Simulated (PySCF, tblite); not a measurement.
**Si₃N₃H₉, a fragment of a glass network (3-ring): NMR shifts, core binding energies and electronic excitations**

Wanted: the NMR shifts, core binding energies and electronic excitations for `N1[SiH2]N[SiH2]N[SiH2]1`. It is drawn as: Si Si Si, H ends, N bridges.

Programs: tblite 0.8.0 and PySCF 2.14.0. All values are calculated, for the isolated system unless a continuum is named. Atoms count from 0, parts from 1.

### Step 1. Starting point

15 atoms, charge 0, multiplicity 1; geometry: distance geometry start.

### Step 2. Geometry optimisation with GFN2-xTB

Job settings and geometry (Å):

```
{"job": {"kind": "relax", "xc": "GFN2-xTB", "basis": "xTB"}, "charge": 0, "multiplicity": 1}
N      0.010283    -0.711967    -0.733071
Si    -0.545608     0.825817     0.067677
N      0.722195     2.096600    -0.189437
Si     2.434466     1.605444     0.071638
N      2.472189    -0.078536     0.774497
Si     1.628905    -1.356121    -0.185240
H     -0.208438    -0.832497    -1.721503
H     -1.786520     1.232593    -0.528387
H     -0.738706     0.629592     1.430318
H      0.531353     2.759990    -0.961954
H      3.065160     2.505861     0.975131
H      3.133313     1.627744    -1.160555
H      2.409055    -0.135326     1.788364
H      1.422314    -2.506750     0.628562
H      2.403309    -1.689232    -1.304735
```

Level: GFN2-xTB geometry optimisation, gas phase.

Launch:

```bash
$ OMP_NUM_THREADS=1 python cluster_run.py task.json out
```

This one command runs all jobs of the session in turn.

The program printed:

```text
step      E/eV     max force
  0    -507.74232    3.239
  1    -508.15147    1.050
  2    -508.28245    0.579
  3    -508.32779    0.577
  4    -508.38283    0.650
  5    -508.41070    0.308
  6    -508.42193    0.269
  7    -508.43213    0.247
  8    -508.44933    0.436
  9    -508.46326    0.410
 10    -508.47312    0.271
 11    -508.48115    0.296
 12    -508.48950    0.333
 13    -508.49853    0.269
 14    -508.50556    0.176
 15    -508.50896    0.154
 16    -508.51128    0.137
 17    -508.51565    0.214
 18    -508.52334    0.292
 19    -508.53597    0.361
 20    -508.55149    0.355
 21    -508.56803    0.277
 22    -508.58130    0.324
 23    -508.58342    0.495
 24    -508.59213    0.357
 25    -508.59657    0.181
 26    -508.60202    0.145
 27    -508.60982    0.174
 28    -508.61480    0.193
 29    -508.61881    0.160
 30    -508.62160    0.195
 31    -508.62646    0.215
 32    -508.63297    0.210
 33    -508.63938    0.143
 34    -508.64162    0.105
 35    -508.64404    0.175
 36    -508.64661    0.142
 37    -508.64986    0.168
 38    -508.65245    0.134
 39    -508.65427    0.104
 40    -508.65609    0.101
 41    -508.65810    0.137
 42    -508.66090    0.153
 43    -508.66333    0.121
 44    -508.66534    0.157
 45    -508.66665    0.111
 46    -508.66884    0.137
 47    -508.67139    0.176
 48    -508.67372    0.190
 49    -508.67556    0.135
 50    -508.67675    0.163
 51    -508.67755    0.217
 52    -508.67891    0.115
 53    -508.68040    0.138
 54    -508.68314    0.088
 55    -508.68381    0.064
 56    -508.68441    0.096
 57    -508.68464    0.061
 58    -508.68510    0.036
 59    -508.68553    0.047
 60    -508.68574    0.052
 61    -508.68586    0.051
 62    -508.68601    0.039
 63    -508.68624    0.028
 64    -508.68651    0.032
 65    -508.68670    0.025
 66    -508.68679    0.022
 67    -508.68689    0.025
 68    -508.68704    0.029
 69    -508.68726    0.033
 70    -508.68749    0.027
 71    -508.68763    0.027
 72    -508.68772    0.025
 73    -508.68778    0.021
 74    -508.68786    0.024
 75    -508.68796    0.024
 76    -508.68809    0.030
 77    -508.68827    0.034
 78    -508.68846    0.035
 79    -508.68862    0.030
 80    -508.68874    0.036
 81    -508.68886    0.029
 82    -508.68901    0.029
 83    -508.68918    0.035
 84    -508.68938    0.042
 85    -508.68958    0.052
 86    -508.68976    0.042
 87    -508.68990    0.025
 88    -508.68999    0.021
 89    -508.69006    0.020
 90    -508.69013    0.025
 91    -508.69024    0.025
 92    -508.69037    0.027
 93    -508.69047    0.028
 94    -508.69054    0.022
 95    -508.69060    0.020
 96    -508.69066    0.023
 97    -508.69070    0.018
 98    -508.69074    0.016
 99    -508.69077    0.014
100    -508.69081    0.015
101    -508.69084    0.013
102    -508.69086    0.011
103    -508.69087    0.009
104    -508.69088    0.007
```

Run time: 2.3 s. Hardware: 1 thread of Intel Xeon Platinum 8488C, shared host.

Relaxation path:

```tsv
step	energy from step 0 (eV)	largest force (eV/Å)
0	0.0000	3.2390
4	-0.6405	0.6500
8	-0.7070	0.4360
12	-0.7472	0.3324
16	-0.7690	0.1364
20	-0.8092	0.3554
24	-0.8498	0.3570
28	-0.8725	0.1933
32	-0.8906	0.2094
36	-0.9043	0.1416
40	-0.9138	0.1008
44	-0.9230	0.1567
48	-0.9314	0.1891
52	-0.9366	0.1146
56	-0.9421	0.0964
60	-0.9434	0.0516
64	-0.9442	0.0318
68	-0.9447	0.0294
72	-0.9454	0.0249
76	-0.9458	0.0299
80	-0.9464	0.0358
84	-0.9471	0.0418
88	-0.9477	0.0211
92	-0.9480	0.0277
96	-0.9483	0.0228
100	-0.9485	0.0150
104	-0.9486	0.0067
```

Distances of close pairs at the start and the end, largest changes first:

```tsv
bond	before (Å)	after (Å)	change (Å)
N0–Si5	1.826	1.725	-0.101
Si3–N4	1.825	1.726	-0.100
N0–Si1	1.821	1.726	-0.095
Si1–N2	1.813	1.726	-0.088
Si1–H8	1.390	1.473	+0.083
N4–Si5	1.807	1.725	-0.081
N2–Si3	1.800	1.725	-0.075
Si5–H14	1.401	1.472	+0.071
```

### Step 3. Geometry optimisation at PBE0-D3(BJ)/def2-SVP

Job settings and geometry (Å):

```
{"job": {"xc": "PBE0", "basis": "def2-SVP", "d3": "d3bj", "grid": 2, "kind": "geom", "shake": 0.01}, "charge": 0, "multiplicity": 1}
N     -1.059613    -1.104389    -0.492963
Si    -1.728136     0.481052    -0.154304
N     -0.403678     1.570142    -0.096295
Si     1.312832     1.246581     0.230036
N      1.404469    -0.453365     0.541858
Si     0.450164    -1.738020    -0.072944
H     -1.725252    -1.739911    -0.880025
H     -2.578346     0.881718    -1.273412
H     -2.456096     0.497678     1.145839
H     -0.617159     2.543229    -0.174720
H      1.720903     1.939855     1.455175
H      2.077993     1.655818    -0.931187
H      2.233222    -0.718748     0.991208
H      0.326395    -2.738495     1.011239
H      1.031374    -2.348515    -1.284833
```

The program printed:

```text
step   0  E = -1037.34509198  max force = 0.040368
step   1  E = -1037.35412938  max force = 0.010233
step   2  E = -1037.35493336  max force = 0.002416
step   3  E = -1037.35520274  max force = 0.001184
step   4  E = -1037.35539873  max force = 0.002303
step   5  E = -1037.35609091  max force = 0.004859
step   6  E = -1037.35659976  max force = 0.004964
step   7  E = -1037.35722131  max force = 0.003032
step   8  E = -1037.35755953  max force = 0.001543
step   9  E = -1037.35761716  max force = 0.001238
step  10  E = -1037.35772513  max force = 0.000934
step  11  E = -1037.35782979  max force = 0.000934
step  12  E = -1037.35789075  max force = 0.001035
step  13  E = -1037.35794019  max force = 0.000696
step  14  E = -1037.35796500  max force = 0.000772
step  15  E = -1037.35798211  max force = 0.000730
step  16  E = -1037.35799510  max force = 0.000487
step  17  E = -1037.35800630  max force = 0.000373
optimisation converged
```

Wall time 3.9 min (1 thread of Intel Xeon Platinum 8488C, shared host); peak memory 0.82 GiB.

Along the way:

```tsv
step	energy from step 0 (eV)	largest force component (eV/Å)
0	0.0000	2.0758
1	-0.2459	0.5262
2	-0.2678	0.1242
3	-0.2751	0.0609
4	-0.2805	0.1184
5	-0.2993	0.2499
6	-0.3131	0.2553
7	-0.3301	0.1559
8	-0.3393	0.0793
9	-0.3408	0.0637
10	-0.3438	0.0480
11	-0.3466	0.0480
12	-0.3483	0.0532
13	-0.3496	0.0358
14	-0.3503	0.0397
15	-0.3508	0.0375
16	-0.3511	0.0250
17	-0.3514	0.0192
```

Close pairs (by a distance rule), those that changed most:

```tsv
bond	before (Å)	after (Å)	change (Å)
Si3–H11	1.450	1.499	+0.049
N0–Si5	1.690	1.735	+0.044
N2–Si3	1.777	1.735	-0.042
N4–H12	0.979	1.016	+0.036
Si1–H7	1.461	1.494	+0.032
Si3–H10	1.466	1.497	+0.031
Si1–N2	1.716	1.747	+0.031
N4–Si5	1.714	1.745	+0.030
```

The final coordinates are the input of the step that follows.

```tsv
at the end point	value
rotational constants (GHz, main isotopes)	2.342, 2.050, 1.196
dipole moment (D)	0.81
```

### Step 4. Shielding tensors: PBE0/pcSseg-1

Job settings and geometry (Å):

```
{"job": {"kind": "nmr", "xc": "PBE0", "basis": "pcSseg-1"}, "charge": 0, "multiplicity": 1}
N     -1.205246    -1.109756    -0.547525
Si    -1.703753     0.457493     0.042360
N     -0.442264     1.639212    -0.210394
Si     1.196952     1.270950     0.223195
N      1.162699    -0.416507     0.666813
Si     0.345335    -1.750090    -0.106464
H     -1.681721    -1.481381    -1.362563
H     -2.907105     0.888844    -0.729979
H     -2.039274     0.366839     1.492630
H     -0.631021     2.407432    -0.845782
H      1.730069     1.997231     1.418887
H      2.089128     1.609203    -0.932669
H      1.685980    -0.654040     1.504344
H      0.331022    -2.856109     0.902316
H      1.007642    -2.283840    -1.340272
```

With the program's defaults for keys left out, this is: GIAO PBE0/pcSseg-1 NMR shielding, non-relativistic, gas phase.

The program printed:

```text
coarse grid: 13640 points
cycle   1  E = -1037.5728887766  dE =  4.904e-01  |g| = 6.892e-01  |ddm| = 3.627e+00
cycle   2  E = -1037.4686629279  dE =  1.042e-01  |g| = 9.662e-01  |ddm| = 1.374e+00
cycle   3  E = -1037.6692600831  dE = -2.006e-01  |g| = 5.535e-02  |ddm| = 9.229e-01
cycle   4  E = -1037.6699898828  dE = -7.298e-04  |g| = 1.290e-02  |ddm| = 8.464e-02
cycle   5  E = -1037.6700176629  dE = -2.778e-05  |g| = 4.585e-03  |ddm| = 1.690e-02
cycle   6  E = -1037.6700217333  dE = -4.070e-06  |g| = 1.785e-03  |ddm| = 4.841e-03
final grid: 117104 points
cycle   7  E = -1037.6948295443  dE = -1.262e-05  |g| = 8.295e-03  |ddm| = 1.586e-02
cycle   8  E = -1037.6948123918  dE =  1.715e-05  |g| = 1.227e-02  |ddm| = 1.674e-02
cycle   9  E = -1037.6948439340  dE = -3.154e-05  |g| = 3.001e-04  |ddm| = 9.990e-03
cycle  10  E = -1037.6948439408  dE = -6.877e-09  |g| = 1.508e-04  |ddm| = 2.952e-04
cycle  11  E = -1037.6948439451  dE = -4.211e-09  |g| = 6.117e-05  |ddm| = 1.616e-04
cycle  12  E = -1037.6948439458  dE = -7.785e-10  |g| = 4.212e-06  |ddm| = 4.959e-05
converged SCF energy = -1037.6948439458

GIAO shielding tensors (ppm)
atom      isotropic    diamagn.    paramagn.     s11        s22        s33       span
  0 N      224.337     327.390    -103.053    175.923    229.842    267.247     91.324
  1 Si     390.761     880.005    -489.244    350.416    407.693    414.174     63.758
  2 N      224.869     327.306    -102.437    176.861    228.827    268.919     92.058
  3 Si     384.838     879.823    -494.985    359.346    361.629    433.539     74.193
  4 N      234.535     325.836     -91.301    194.879    235.405    273.320     78.441
  5 Si     384.965     879.829    -494.865    358.377    361.588    434.929     76.552
  6 H       30.424      31.621      -1.196     23.296     26.404     41.573     18.277
  7 H       26.531      28.525      -1.994     23.027     24.408     32.159      9.131
  8 H       25.967      29.296      -3.329     22.661     24.128     31.111      8.450
  9 H       30.554      31.552      -0.997     23.342     26.472     41.849     18.508
 10 H       26.006      28.537      -2.531     22.552     23.819     31.646      9.094
 11 H       25.851      28.890      -3.039     22.603     23.640     31.312      8.709
 12 H       30.603      31.772      -1.169     23.424     26.441     41.943     18.520
 13 H       26.014      28.516      -2.502     22.539     23.842     31.660      9.121
 14 H       25.876      28.844      -2.968     22.615     23.657     31.356      8.742
```

Run time: 21 s. Hardware: 1 thread of Intel Xeon Platinum 8488C, shared host; peak memory 1.1 GiB.

The references, computed at this level on geometries of the same kind, shield at (ppm): 1H TMS 31.27, 29Si TMS 352.0, 15N NH3 265.7. Their shielding less the atom's gives the shift. The references are single molecules in the gas phase, so shifts against H2O, NH3, PH3, H3PO4 or CFCl3 are not on the usual liquid scales and can be off by tens of ppm.

```tsv
atoms	environment	σ (ppm)	δ (ppm)
H11	hydrogen on a silicon bonded to 2 N, in a 6-membered ring	25.85	5.42
H14	hydrogen on a silicon bonded to 2 N, in a 6-membered ring	25.88	5.39
H8	hydrogen on a silicon bonded to 2 N, in a 6-membered ring	25.97	5.30
H10	hydrogen on a silicon bonded to 2 N, in a 6-membered ring	26.01	5.26
H13	hydrogen on a silicon bonded to 2 N, in a 6-membered ring	26.01	5.25
H7	hydrogen on a silicon bonded to 2 N, in a 6-membered ring	26.53	4.74
H6	hydrogen on a nitrogen bonded to 2 Si, in a 6-membered ring	30.42	0.84
H9	hydrogen on a nitrogen bonded to 2 Si, in a 6-membered ring	30.55	0.71
H12	hydrogen on a nitrogen bonded to 2 Si, in a 6-membered ring	30.60	0.66
N0	nitrogen bonded to 2 Si, H, in a 6-membered ring	224.3	41.3
N2	nitrogen bonded to 2 Si, H, in a 6-membered ring	224.9	40.8
N4	nitrogen bonded to 2 Si, H, in a 6-membered ring	234.5	31.1
Si3	silicon bonded to 2 N, 2 H, in a 6-membered ring	384.8	-32.8
Si5	silicon bonded to 2 N, 2 H, in a 6-membered ring	385.0	-33.0
Si1	silicon bonded to 2 N, 2 H, in a 6-membered ring	390.8	-38.8
```

Charges from the same density, by scheme (e):

```tsv
atoms	Mulliken	IAO	Hirshfeld	ESP fit
N0	-0.84	-0.95	-0.34	-0.72
Si1	0.85	0.98	0.39	0.53
N2	-0.84	-0.95	-0.34	-0.71
Si3	0.89	1.00	0.40	0.66
N4	-0.87	-0.94	-0.32	-0.70
Si5	0.89	1.00	0.40	0.64
```

Mayer bond orders: N0–Si1 0.94, Si1–N2 0.94, N2–Si3 0.97, Si3–N4 0.93, N4–Si5 0.93, Si5–N0 0.97.

Ring of atoms N0, Si1, N2, Si3, N4, Si5: NICS(0) -2.4, NICS(1) -1.1, NICS(1)zz 3.9 ppm (means of both faces). The ring holds saturated atoms, so no π current runs round it: these values come from its σ bonds, any local π bonds and neighbouring rings, and say nothing of aromaticity.

### Step 5. Core-electron binding energies: SCAN, X2C

The job, as its differences from that of step 4:

```diff
@@ -1,2 +1,2 @@
-{"job": {"kind": "nmr", "xc": "PBE0", "basis": "pcSseg-1"}, "charge": 0, "multiplicity": 1}
+{"job": {"kind": "xps", "holes": 5}, "charge": 0, "multiplicity": 1}
 N     -1.205246    -1.109756    -0.547525
```

Method: delta-SCF UKS SCAN, pcX-2 on the ionised atom, pcseg-1 elsewhere, spin-free X2C.

The program printed:

```text
ground state, core basis on atom 0 (N), 172 functions
  cycle   1  E = -1039.77820749  |g| = 8.19e-01
  cycle   2  E = -1039.48056471  |g| = 1.37e+00
  cycle   3  E = -1039.91731405  |g| = 9.79e-02
  cycle   4  E = -1039.91989262  |g| = 3.80e-02
  cycle   5  E = -1039.92017967  |g| = 1.87e-02
  cycle   6  E = -1039.92024952  |g| = 5.37e-03
  cycle   7  E = -1039.92026092  |g| = 1.07e-03
  cycle   8  E = -1039.92026054  |g| = 1.26e-04
  E(ground) = -1040.02602746 Eh
hole in N 1s of atom 0
  cycle   1  E = -1024.35891030  |g| = 1.87e+00
  cycle   2  E = -1022.85966019  |g| = 2.34e+00
  cycle   3  E = -1024.91496769  |g| = 5.77e-01
  cycle   4  E = -1025.01216673  |g| = 3.64e-01
  cycle   5  E = -1025.07122141  |g| = 1.19e-01
  cycle   6  E = -1025.07772999  |g| = 1.29e-02
  cycle   7  E = -1025.07780311  |g| = 8.07e-03
  cycle   8  E = -1025.07783451  |g| = 4.46e-03
  cycle   9  E = -1025.07784367  |g| = 1.77e-03
  cycle  10  E = -1025.07784427  |g| = 3.22e-04
  E(ion) = -1025.18258064 Eh   <S^2> = 0.7655   hole on atom = 1.000   binding energy = 403.911 eV
ground state, core basis on atom 1 (Si), 183 functions
  cycle   1  E = -1040.00615216  |g| = 2.90e-01
  cycle   2  E = -1040.00618611  |g| = 5.08e-02
  cycle   3  E = -1040.00607400  |g| = 4.66e-02
  cycle   4  E = -1040.00644397  |g| = 1.49e-02
  cycle   5  E = -1040.00649513  |g| = 1.82e-03
  cycle   6  E = -1040.00649669  |g| = 8.41e-05
  E(ground) = -1040.07338436 Eh
hole in Si 2p of atom 1
  cycle   1  E = -1035.73150728  |g| = 1.24e+00
  cycle   2  E = -1035.46486872  |g| = 1.22e+00
  cycle   3  E = -1035.99762855  |g| = 3.20e-01
  cycle   4  E = -1036.05083830  |g| = 1.17e-01
  cycle   5  E = -1036.05543191  |g| = 5.96e-02
  cycle   6  E = -1036.05722299  |g| = 6.45e-03
  cycle   7  E = -1036.05722994  |g| = 5.72e-03
  cycle   8  E = -1036.05724554  |g| = 1.26e-03
  cycle   9  E = -1036.05724750  |g| = 1.53e-04
  E(ion) = -1036.13474744 Eh   <S^2> = 0.7517   hole on atom = 1.003   binding energy = 107.176 eV
  2p3/2 = 106.994 eV   2p1/2 = 107.620 eV
ground state, core basis on atom 2 (N), 172 functions
  cycle   1  E = -1039.92035166  |g| = 7.57e-02
  cycle   2  E = -1039.92038536  |g| = 2.19e-02
  cycle   3  E = -1039.92040807  |g| = 2.13e-02
  cycle   4  E = -1039.92050770  |g| = 6.00e-03
  cycle   5  E = -1039.92051510  |g| = 5.09e-04
  cycle   6  E = -1039.92051627  |g| = 1.12e-04
  E(ground) = -1040.02600384 Eh
hole in N 1s of atom 2
  cycle   1  E = -1024.35846106  |g| = 1.87e+00
  cycle   2  E = -1022.85699779  |g| = 2.34e+00
  cycle   3  E = -1024.91559044  |g| = 5.77e-01
  cycle   4  E = -1025.01324322  |g| = 3.65e-01
  cycle   5  E = -1025.07248182  |g| = 1.20e-01
  cycle   6  E = -1025.07899826  |g| = 1.29e-02
  cycle   7  E = -1025.07906947  |g| = 8.16e-03
  cycle   8  E = -1025.07909911  |g| = 4.42e-03
  cycle   9  E = -1025.07910812  |g| = 1.70e-03
  cycle  10  E = -1025.07911014  |g| = 3.11e-04
  E(ion) = -1025.18256139 Eh   <S^2> = 0.7649   hole on atom = 1.000   binding energy = 403.911 eV
ground state, core basis on atom 3 (Si), 183 functions
  cycle   1  E = -1040.00676441  |g| = 2.90e-01
  cycle   2  E = -1040.00681781  |g| = 5.26e-02
  cycle   3  E = -1040.00677473  |g| = 4.46e-02
  cycle   4  E = -1040.00709694  |g| = 1.29e-02
  cycle   5  E = -1040.00713233  |g| = 1.95e-03
  cycle   6  E = -1040.00713461  |g| = 1.41e-04
  E(ground) = -1040.07322229 Eh
hole in Si 2p of atom 3
  cycle   1  E = -1035.72809444  |g| = 1.24e+00
  cycle   2  E = -1034.10753237  |g| = 1.68e+00
  cycle   3  E = -1035.68944639  |g| = 8.01e-01
  cycle   4  E = -1036.02818228  |g| = 1.85e-01
  cycle   5  E = -1036.04255524  |g| = 1.49e-01
  cycle   6  E = -1036.05235445  |g| = 3.87e-02
  cycle   7  E = -1036.05302957  |g| = 1.34e-02
  cycle   8  E = -1036.05311199  |g| = 2.67e-03
  cycle   9  E = -1036.05311550  |g| = 8.15e-04
  cycle  10  E = -1036.05311470  |g| = 5.46e-04
  cycle  11  E = -1036.05311609  |g| = 1.51e-04
  E(ion) = -1036.13035275 Eh   <S^2> = 0.7516   hole on atom = 1.003   binding energy = 107.291 eV
  2p3/2 = 107.058 eV   2p1/2 = 107.682 eV
ground state, core basis on atom 4 (N), 172 functions
  cycle   1  E = -1039.91982287  |g| = 7.53e-02
  cycle   2  E = -1039.91986559  |g| = 1.95e-02
  cycle   3  E = -1039.91989412  |g| = 1.76e-02
  cycle   4  E = -1039.91996428  |g| = 4.63e-03
  cycle   5  E = -1039.91996977  |g| = 5.77e-04
  cycle   6  E = -1039.91996949  |g| = 1.04e-04
  E(ground) = -1040.02563538 Eh
hole in N 1s of atom 4
  cycle   1  E = -1024.35003560  |g| = 1.87e+00
  cycle   2  E = -1023.52082776  |g| = 2.16e+00
  cycle   3  E = -1024.99905938  |g| = 4.26e-01
  cycle   4  E = -1025.04320220  |g| = 2.36e-01
  cycle   5  E = -1025.06748036  |g| = 7.59e-02
  cycle   6  E = -1025.07005159  |g| = 9.31e-03
  cycle   7  E = -1025.07009767  |g| = 3.90e-03
  cycle   8  E = -1025.07010606  |g| = 1.28e-03
  cycle   9  E = -1025.07010749  |g| = 1.25e-03
  cycle  10  E = -1025.07010765  |g| = 1.97e-04
  E(ion) = -1025.17387575 Eh   <S^2> = 0.7655   hole on atom = 1.000   binding energy = 404.137 eV
```

It took 49 s on 1 thread of Intel Xeon Platinum 8488C, shared host; peak memory 0.7 GiB.

The holes in one table. −ε is the ground-state orbital energy:

```tsv
hole	stands for	environment	ΔSCF (eV; 2p as the shell's mean)	−ε (eV)	⟨S²⟩
N1s on N0	N0	nitrogen bonded to 2 Si, H, in a 6-membered ring	403.91	385.3	0.765
Si2p on Si1	Si1	silicon bonded to 2 N, 2 H, in a 6-membered ring	107.20	96.4	0.752
N1s on N2	N2	nitrogen bonded to 2 Si, H, in a 6-membered ring	403.91	385.3	0.765
Si2p on Si3	Si3	silicon bonded to 2 N, 2 H, in a 6-membered ring	107.27	96.5	0.752
N1s on N4	N4	nitrogen bonded to 2 Si, H, in a 6-membered ring	404.14	385.5	0.765
```

With the spin-orbit splitting: Si1 2p3/2 106.99, 2p1/2 107.62 eV; Si3 2p3/2 107.06, 2p1/2 107.68 eV. The table gives each 2p level as the mean over the whole 2p shell (two parts 2p3/2, one part 2p1/2), which differs a little from the single hole in the log.

[end of part 1 of 2]
